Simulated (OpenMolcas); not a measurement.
# GaBr (SMILES [Ga][Br]) at 6 levels

Wanted: a comparison of 6 runs (B3LYP/6-31G*, BLYP/aug-cc-pVTZ, M06-2X/aug-cc-pVTZ, PBE/aug-cc-pVTZ, revPBE/aug-cc-pVTZ, CCSD(T)/aug-cc-pVTZ) of GaBr. 

Program for the calculation: OpenMolcas 26.06.

## 1. The system as given

GaBr has 2 atoms, charge 0, and is taken as a singlet. SMILES: `[Ga][Br]`. The Ga1–Br2 distance was set to 2.730 Å, away from the relaxed value.

Bond lengths: Ga1–Br2 2.730 Å.

## 2. The energy at B3LYP/6-31G(d) (Cartesian functions) (run 1)

File coord.xyz:

```xyz
2

Ga     0.000000     0.000000    -0.342280
Br     0.000000     0.000000     2.388120
```

File mol.inp:

```
* BrGa Kohn-Sham DFT

&GATEWAY
 BASLIB = $CurrDir
 COORD = coord.xyz
 BASIS = 6-31Gs
 GROUP = NoSym

&SEWARD
 GRIDINPUT
 Grid=UltraFine
 End of Grid

&SCF
 KSDFT = B3LYP
 THRESHOLDS = 1e-10 1e-07 1e-07 1e-05
 PRORBITALS = 1 2
```

The basis set 6-31G* is read from a file made from the Basis Set Exchange's data (not shown).

Command:

```sh
$ export MOLCAS_MEM=1860
$ pymolcas mol.inp > mol.log
```

Log:

```text
--- Start Module: gateway ---
[...]
--- Stop Module: gateway /rc=_RC_ALL_IS_WELL_ ---
--- Start Module: seward ---
[...]
      Basis functions           70
--- Stop Module: seward /rc=_RC_ALL_IS_WELL_ ---
[...]
--- Start Module: scf ---
[...]
       Convergence after  13 Iterations
[...]
::    Total KS-DFT energy                           -4498.5770273766
[...]
      Total spin, S                                     0.0000000000
[...]
      Total electronic charge=   66.000000
      Total            charge=   -0.000000
[...]
      Dipole Moment (debye):
      Origin of the operator (angstrom)=    0.0000    0.0000    1.1152
                   X= -1.0149E-14               Y=  7.3453E-15               Z= -4.8597E+00           Total=  4.8597E+00
      Quadrupole Moment (debye*angstrom):
[...]
--- Stop Module: scf /rc=_RC_ALL_IS_WELL_ ---
[...]
```

Run time: 6.9 s. Hardware: 1 thread of Arm Neoverse V1, shared host; peak memory 0.42 GiB.

## 3. A single-point energy at BLYP/aug-cc-pVTZ (run 2)

File run.inp:

```
>>> EXPORT MOLCAS_PRINT=2

&GATEWAY
 BasLib
 $CurrDir
 Coord
 2
 angstrom
 Ga       0.000000       0.000000      -0.342280
 Br       0.000000       0.000000       2.388120
 Basis
 aug-cc-pVTZ
 Group
 NoSym

&SEWARD
 GridInput
 Grid=UltraFine
 End of Grid

&SCF
 KSDFT
 BLYP
 Thresholds
 1e-10 1e-07 1e-07 1e-05
 PrOrbitals
 1 2
```

The basis set aug-cc-pVTZ is read from a file made from the Basis Set Exchange's data (not shown).

Command:

```sh
$ export MOLCAS_MEM=1860
$ pymolcas run.inp > run.log
```

Log:

```text
--- Start Module: gateway ---
[...]
--- Stop Module: gateway /rc=_RC_ALL_IS_WELL_ ---
--- Start Module: seward ---
[...]
      Basis functions          118
--- Stop Module: seward /rc=_RC_ALL_IS_WELL_ ---
[...]
--- Start Module: scf ---
[...]
       Convergence after  15 Iterations
[...]
::    Total KS-DFT energy                           -4499.2560527148
[...]
      Total spin, S                                     0.0000000000
[...]
      Total electronic charge=   66.000000
      Total            charge=   -0.000000
[...]
      Dipole Moment (debye):
      Origin of the operator (angstrom)=    0.0000    0.0000    1.1152
                   X= -1.1041E-14               Y= -6.8867E-15               Z= -4.6436E+00           Total=  4.6436E+00
      Quadrupole Moment (debye*angstrom):
[...]
--- Stop Module: scf /rc=_RC_ALL_IS_WELL_ ---
[...]
```

Wall time 26 s (1 thread of Arm Neoverse V1, shared host); peak memory 0.74 GiB.

Runs 3 to 5 aren't shown in full; the table further down has their settings and results.

## 4. A single-point energy at CCSD(T)/aug-cc-pVTZ (Cholesky decomposition) (run 6)

File struct.xyz:

```xyz
2

Ga     0.000000     0.000000    -0.342280
Br     0.000000     0.000000     2.388120
```

File calc.input:

```
&GATEWAY
 BasLib=$CurrDir
 Coord=struct.xyz
 Basis=aug-cc-pVTZ
 Group=NoSym

&SEWARD
 High

&SCF
 Thresholds=1e-10 1e-07 1e-07 1e-05
 PrOrbitals=1 2

&CHCC
 Frozen=18
 Threshold=1e-08
 MaxIterations=80

&CHT3
 Frozen=18
```

The basis set aug-cc-pVTZ is read from a file made from the Basis Set Exchange's data (not shown).

Command:

```sh
$ export MOLCAS_MEM=1860
$ pymolcas calc.input > calc.log
```

Log:

```text
--- Start Module: gateway ---
[...]
--- Stop Module: gateway /rc=_RC_ALL_IS_WELL_ ---
[...]
      Basis functions          118
[...]
       Convergence after  14 Iterations
[...]
::    Total SCF energy                              -4495.8142436814
[...]
      Total spin, S                                     0.0000000000
[...]
      Total electronic charge=   66.000000
      Total            charge=   -0.000000
[...]
      Dipole Moment (debye):
      Origin of the operator (angstrom)=    0.0000    0.0000    1.1152
                   X= -6.3056E-13               Y=  1.8495E-13               Z= -5.4611E+00           Total=  5.4611E+00
      Quadrupole Moment (debye*angstrom):
[...]
--- Start Module: chcc ---
[...]
--- Stop Module: chcc /rc=_RC_ALL_IS_WELL_ ---
[...]
--- Start Module: cht3 ---
[...]
--- Stop Module: cht3 /rc=_RC_ALL_IS_WELL_ ---
[...]
```

It took 10 min on 1 thread of Arm Neoverse V1, shared host; peak memory 0.25 GiB.

## 5. Overview of the runs

```
run                                         level  Cartesian functions  integral approximation   energy (Eh)  dipole moment (D) of the reference  HOMO energy (eV)  LUMO energy (eV)  wall time
  1            B3LYP/6-31G* (Cartesian functions)                  yes                    none  -4498.577027                                4.86             -7.04             -2.54      6.9 s
  2                              BLYP/aug-cc-pVTZ                   no                    none  -4499.256053                                4.64             -6.10             -2.97       26 s
  3                            M06-2X/aug-cc-pVTZ                   no                    none  -4499.182632                                5.08             -8.34             -1.58       30 s
  4                               PBE/aug-cc-pVTZ                   no                    none  -4498.469966                                4.60             -6.27             -3.03       24 s
  5                            revPBE/aug-cc-pVTZ                   no                    none  -4498.788779                                4.60             -6.22             -2.96       23 s
  6  CCSD(T)/aug-cc-pVTZ (Cholesky decomposition)                   no                 CD high  -4496.199576                                5.46             -9.61              0.01     10 min
```

## 6. What came out

```
                                           quantity           value
                                run 6: total energy  -4496.19958 Eh
          run 6: dipole moment (mean-field density)          5.46 D
         run 6: HOMO energy (Hartree–Fock orbitals)        -9.61 eV
         run 6: LUMO energy (Hartree–Fock orbitals)         0.01 eV
       run 6: HOMO–LUMO gap (Hartree–Fock orbitals)         9.62 eV
run 6: correlation energy (18 core orbitals frozen)      -385.3 mEh
                              run 6: (T) correction      -18.26 mEh
```

In words: Over runs 1, 2, 3, 4, 5 the dipole moment (its size) runs from 4.60 D (revPBE/aug-cc-pVTZ) to 5.08 D (M06-2X/aug-cc-pVTZ). Over runs 1, 2, 3, 4, 5 the HOMO–LUMO gap runs from 3.13 eV (BLYP/aug-cc-pVTZ) to 6.76 eV (M06-2X/aug-cc-pVTZ). Totals of different functionals can't be ranked against each other. All runs together took 12 min, the longest 10 min.
